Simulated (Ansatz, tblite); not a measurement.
**Cu(PH3)Me (CH₆CuP): rung by rung**

The task here is to estimate one member of a computed series from the others.

Program: Ansatz 0.2.0, Gaussian basis. Level of theory: as each input shows. These are calculated values, not measurements.

The runs, in order: GFN1-xTB, GFN2-xTB, PBE-D4/def2-TZVP, r2SCAN-D4/def2-TZVP, LDA/def2-TZVP, r2SCANh-D4/def2-TZVP, r2SCAN0-D4/def2-TZVP, B3LYP-D4/def2-TZVP, B2PLYP/def2-TZVP, LC-ωPBE/def2-TZVP, CAM-B3LYP-D4/def2-TZVP, PBE-D4/def2-SVP, PBE0-D4/def2-SVP, HF/STO-3G, HF/6-31G, B3LYP-D4/6-31G, PBE0-D4/def2-TZVPD, PBE-D4/def2-TZVPD, r2SCAN-D4/def2-TZVPD, CCSD(T)/def2-TZVPP, MP2/def2-TZVP, RPA/def2-TZVP.

**The relaxed structure**

The singlet was relaxed beforehand with r2SCAN-D4/def2-TZVP.

9 atoms, charge 0, spin multiplicity 1.

Bond lengths: Cu1–P2 2.170 Å, Cu1–C6 1.913 Å, P2–H3 1.414 Å, P2–H4 1.414 Å, P2–H5 1.414 Å, C6–H7 1.096 Å, C6–H8 1.096 Å, C6–H9 1.096 Å. Angles: P2–Cu1–C6 179.7°, Cu1–P2–H3 120.1°, Cu1–P2–H4 119.8°, Cu1–P2–H5 120.2°, H3–P2–H4 97.1°, H3–P2–H5 97.1°, H4–P2–H5 97.1°, Cu1–C6–H7 111.3°, Cu1–C6–H8 111.3°, Cu1–C6–H9 111.3°, H7–C6–H8 107.6°, H7–C6–H9 107.6°, H8–C6–H9 107.6°.

Formally the metal is d10. No spin-orbit coupling is included.

PBE0-D4/def2-TZVP was run before; its log isn't repeated, and its numbers join the tables.

The first run:

Tight binding, by tblite at 300 K electronic temperature and without a spin-polarisation term:

```python
tblite.interface.Calculator('GFN1-xTB', numbers, positions, charge=0, uhf=0).singlepoint()
```

Tight binding, by tblite at 300 K electronic temperature and without a spin-polarisation term:

```python
tblite.interface.Calculator('GFN2-xTB', numbers, positions, charge=0, uhf=0).singlepoint()
```

start.molden holds the orbitals of an earlier run on this state, given as this run's starting guess.

in.yaml reads:

```yaml
crystal:
  periodic: [false, false, false]
  atoms:
    - {symbol: Cu, position_ang: [0.004056, 0.007953, -0.217663]}
    - {symbol: P, position_ang: [-0.000991, -0.009895, 1.952287]}
    - {symbol: H, position_ang: [1.216764, -0.101595, 2.664393]}
    - {symbol: H, position_ang: [-0.686482, -1.034374, 2.644215]}
    - {symbol: H, position_ang: [-0.543183, 1.080178, 2.670758]}
    - {symbol: C, position_ang: [0.002821, 0.013807, -2.130269]}
    - {symbol: H, position_ang: [-1.018487, 0.014816, -2.526718]}
    - {symbol: H, position_ang: [0.512570, -0.869526, -2.530416]}
    - {symbol: H, position_ang: [0.512933, 0.898626, -2.526577]}
basis:
  gaussian: {orbitals: def2-TZVP, initial_orbitals: start.molden}
hamiltonian: {xc: pbe, dispersion: d4}
scf: {omitted_lower_state_checks: [starts]}
output: {orbitals: {seedname: orbitals}}
```

Started as:

```bash
$ ansatz run in.yaml --threads 2 --pin off --events-out ev --progress --plain --max-ram 4352MiB
```

Among the steps run: PBE-D4/def2-TZVP; r2SCAN-D4/def2-TZVP; LDA/def2-TZVP; r2SCANh-D4/def2-TZVP; r2SCAN0-D4/def2-TZVP; B3LYP-D4/def2-TZVP; B2PLYP/def2-TZVP; LC-ωPBE/def2-TZVP; CAM-B3LYP-D4/def2-TZVP; PBE-D4/def2-SVP; PBE0-D4/def2-SVP; HF/STO-3G; HF/6-31G; B3LYP-D4/6-31G; PBE0-D4/def2-TZVPD; PBE-D4/def2-TZVPD; r2SCAN-D4/def2-TZVPD; CCSD(T)/def2-TZVPP; MP2/def2-TZVP; RPA/def2-TZVP.

One table of the session follows, with a row left open; its other results are not shown here.

It belongs to the step «Levels side by side». 

```
                 level  HOMO (eV)  gap (eV)
             HF/STO-3G      -2.58      6.42
              HF/6-31G      -7.55      9.96
         LDA/def2-TZVP      -5.11      3.60
       PBE-D4/def2-SVP      -4.59      3.68
      PBE-D4/def2-TZVP      -4.89      3.53
     PBE-D4/def2-TZVPD      -4.93      3.41
   r2SCAN-D4/def2-TZVP      -4.95      3.79
  r2SCAN-D4/def2-TZVPD          ?         ?
  r2SCANh-D4/def2-TZVP      -5.34      4.50
        B3LYP-D4/6-31G      -5.09      4.70
    B3LYP-D4/def2-TZVP      -5.72      4.98
      PBE0-D4/def2-SVP      -5.59      5.54
     PBE0-D4/def2-TZVP      -5.86      5.35
    PBE0-D4/def2-TZVPD      -5.88      5.17
  r2SCAN0-D4/def2-TZVP      -5.94      5.55
CAM-B3LYP-D4/def2-TZVP      -7.22      7.78
     LC-ωPBE/def2-TZVP      -8.54     10.25
```

Q: Estimate the row for r2SCAN-D4/def2-TZVPD from the others.

**Answer.** HOMO (eV): -4.96; gap (eV): 3.67. In the column «HOMO (eV)» it lies between B3LYP-D4/6-31G (-5.09) and r2SCAN-D4/def2-TZVP (-4.95).
